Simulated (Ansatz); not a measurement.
# CsReAs4: the cost of one run

Program: Ansatz 0.2.0. Level of theory: DFT PBE, scalar-relativistic, plane waves, PAW. These are calculated values, not measurements.

1 further run of the same task is left out (it didn't finish).

## Step 1: Starting point

Symmetry: P-6m2, No. 187, hexagonal system. Conventional cell: a = 6.386 Å, b = 6.386 Å, c = 4.899 Å, α = 90.00°, β = 90.00°, γ = 120.00°. Cs (site symmetry -6m2) is surrounded by 3 Re at 3.69 Å and 15 As at 3.69 to 4.02 Å. Around Re (site symmetry -6m2) lie 6 As at 3.09 Å. As (site symmetry -6m2) is surrounded by 6 As at 3.04 Å and 3 Re at 3.69 Å and 3 Cs at 3.69 Å. Around As (site symmetry mm2) lie 6 As at 3.04 to 3.26 Å and 2 Re at 3.09 Å and 4 Cs at 4.02 Å.

Coordinates:

```cif
data_structure
_symmetry_space_group_name_H-M 'P 1'
_symmetry_Int_Tables_number 1
_cell_length_a 6.3859
_cell_length_b 6.3859
_cell_length_c 4.8994
_cell_angle_alpha 90.000
_cell_angle_beta 90.000
_cell_angle_gamma 120.000
_cell_volume 173.03
loop_
_atom_site_label
_atom_site_type_symbol
_atom_site_fract_x
_atom_site_fract_y
_atom_site_fract_z
_atom_site_occupancy
Cs1 Cs 0.66667 0.33333 0.00000 1
Re1 Re 0.00000 0.00000 0.00000 1
As1 As 0.33333 0.66667 0.00000 1
As2 As 0.65987 0.82994 0.50000 1
As3 As 0.17006 0.82994 0.50000 1
As4 As 0.17006 0.34013 0.50000 1
```

Recipe of the guess: species swapped into a database cell of YAlCo4 (P-6m2, No. 187), with Cs on the Y sites, Re on the Al sites and As on the Co sites. The dimensions are guesses.

## Step 2: Probe: one point on a coarse mesh

Input file input.yaml:

```yaml
crystal:
  lattice:
    - [6.38587014, 0.0, 0.0]
    - [-3.19293507, 5.53032577, 0.0]
    - [0.0, 0.0, 4.89942078]
  atoms:
    - { symbol: Cs, position: [0.66666667, 0.33333333, 0.0] }
    - { symbol: Re, position: [0.0, 0.0, 0.0] }
    - { symbol: As, position: [0.33333333, 0.66666667, 0.0] }
    - { symbol: As, position: [0.65987066, 0.82993533, 0.5] }
    - { symbol: As, position: [0.17006467, 0.82993533, 0.5] }
    - { symbol: As, position: [0.17006467, 0.34012934, 0.5] }
basis:
  ecutwfc: 420
kpoints:
  mp_grid: { grid: [3, 3, 4] }
hamiltonian:
  xc: pbe
scf:
  occupations: { method: gaussian, width: 0.1 }
  lower_state_search: "off"
output:
  forces: true
  stress: true
  eigenvalues: true
```

Run with:

```bash
$ ansatz run input.yaml --threads 1 --pin off --max-ram 2560MiB --backend cpu --events-out ev --progress --plain --runs-dir out
```

What time and memory should one allow on 1 thread of Arm Neoverse V2, shared host?

About 5.8 s, with a peak of 0.41 GiB.
